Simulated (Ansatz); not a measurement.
# GaCO (sextet): the correlation ladder, cc-pVDZ

The task here is to estimate one member of a computed series from the others.

Computed with Ansatz 0.2.0, Gaussian basis. Level: cc-pVDZ, core rule «outside noble gas», up to 16 orbitals frozen.

Plan: UHF; CCSD(T) on ROHF; CCSD(T) on UHF; BCCD(T) on ROHF; CISD; CCSDT(Q) on ROHF; CCSDT(Q) on UHF; CASSCF and MRCISD+Q, 11 electrons in 11 orbitals; CASSCF and NEVPT2, 11 electrons in 11 orbitals.

29 further runs of the same task are left out: 4 for a known fault of the program, 11 that didn't finish, 14 set aside as unsound or not needed.

### The geometry

The geometry is a PBE0/def2-TZVP stationary point (not a proven minimum) of the parent state, kept for this charge and spin. No spin-orbit coupling is included. The filled d shell of Ga may be among the frozen orbitals whatever the setting's name suggests; the logs give the count.

3 atoms, charge 0, spin multiplicity 6.

Atoms are counted from 1 here; the program's logs count them from 0.

Bond lengths: Ga1–C2 1.839 Å, C2–O3 1.161 Å. Angles: Ga1–C2–O3 180.0°.

Set-up of the first run:

File in.yaml:

```yaml
crystal:
  periodic: [false, false, false]
  atoms:
    - {symbol: Ga, position_ang: [0.000000, 0.000000, 1.613200]}
    - {symbol: C, position_ang: [0.000000, 0.000000, -0.226200]}
    - {symbol: O, position_ang: [0.000000, 0.000000, -1.387000]}
basis:
  gaussian: {orbitals: cc-pVDZ}
magnetization: {spin_polarized: true, initial_magnetization: 5}
hamiltonian: {xc: hf}
output: {orbitals: {seedname: orbitals}}
```

Started as:

```bash
$ ansatz run in.yaml --threads 1 --pin off --events-out ev --progress --plain --max-ram 2393MiB
```

Among the steps run: UHF; CCSD(T) on ROHF; CCSD(T) on UHF; BCCD(T) on ROHF; CISD; CCSDT(Q) on ROHF; CCSDT(Q) on UHF; CASSCF and MRCISD+Q, 11 electrons in 11 orbitals; CASSCF and NEVPT2, 11 electrons in 11 orbitals.

One table of the session follows, with a row left open; its other results are not shown here.

| method | from RCCSDT(Q) (kcal/mol) |
| --- | --- |
| ROHF | +180.76 |
| UHF | ? |
| RMP2 | +26.94 |
| UMP2 | +27.29 |
| RCCSD | +9.10 |
| UCCSD | +8.44 |
| RCCSD(T) | +4.68 |
| UCCSD(T) | +4.19 |
| BCCD(T) | +4.72 |
| RCCSDT | +1.67 |
| UCCSDT | +1.16 |
| RCCSDT(Q) | 0 |
| UCCSDT(Q) | -0.51 |
| CASSCF valence | +137.01 |
| NEVPT2 valence | +27.54 |
| MRCISD valence | +13.55 |
| MRCISD+Q valence | +5.34 |

**Question.** Estimate the row for UHF.

As computed: from RCCSDT(Q) (kcal/mol): +173.44. In the column «from RCCSDT(Q) (kcal/mol)» it lies between CASSCF valence (+137.01) and ROHF (+180.76).

Not comparable, so not listed: CISD (they don't share determinant, frozen orbitals or solution with the rows shown, or repeat one).

Limits of these values: The report flags that the cluster equations may have other roots. The program flags RCCSDT(Q), UCCSDT(Q) as in doubt, so the zero of the table is itself unsure. Restricted and unrestricted rows rest on different reference determinants; where their highest levels disagree by more than a few hundredths of an eV, they describe different states and don't form one ladder.
